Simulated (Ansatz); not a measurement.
# SiSe4: the cost of one run

Computed with Ansatz 0.2.0 (DFT PBE, scalar-relativistic, plane waves, PAW, unless a step's input says otherwise).

1 further run of the same task is left out (it didn't finish).

## (1) The structure to begin with

The structure is cubic, space group I-43m (No. 217). The conventional cell has a = 6.857 Å, b = 6.857 Å, c = 6.857 Å, α = 90.00°, β = 90.00°, γ = 90.00°. Si (site symmetry -43m) has 4 Se at 2.08 Å as nearest neighbours. Around Se (site symmetry 3m) lie 1 Si at 2.08 Å.

Coordinates:

```
CELL_PARAMETERS angstrom
-3.42872 3.42872 3.42872
3.42872 -3.42872 3.42872
3.42872 3.42872 -3.42872
ATOMIC_POSITIONS crystal
Si 0.00000 0.00000 0.00000
Se 0.34960 0.34960 0.34960
Se 0.65040 0.00000 0.00000
Se 0.00000 0.00000 0.65040
Se 0.00000 0.65040 0.00000
```

The cell is invented: species swapped into a database cell of GeF4 (I-43m, No. 217), with Si on the Ge sites and Se on the F sites. Lengths come from tabulated atomic sizes and are only a guess.

## (2) A first look at the guess

Contents of input.yaml:

```yaml
crystal:
  lattice:
    - [-3.4287157, 3.4287157, 3.4287157]
    - [3.4287157, -3.4287157, 3.4287157]
    - [3.4287157, 3.4287157, -3.4287157]
  atoms:
    - { symbol: Si, position: [0.0, 0.0, 0.0] }
    - { symbol: Se, position: [0.34959999, 0.34959999, 0.34959999] }
    - { symbol: Se, position: [0.65040001, 0.0, 0.0] }
    - { symbol: Se, position: [0.0, 0.0, 0.65040001] }
    - { symbol: Se, position: [0.0, 0.65040001, 0.0] }
basis:
  ecutwfc: 420
kpoints:
  mp_grid: { grid: [4, 4, 4] }
hamiltonian:
  xc: pbe
scf:
  occupations: { method: gaussian, width: 0.1 }
  lower_state_search: "off"
output:
  forces: true
  stress: true
  eigenvalues: true
```

Command:

```
$ ansatz run input.yaml --threads 1 --pin off --max-ram 2560MiB --backend cpu --events-out ev --progress --plain --runs-dir out
```

**Question.** How long does this run take on 1 thread of Intel Xeon at 2.70GHz, shared host, and how much memory does it need?

About 4.4 s, with a peak of 0.38 GiB.
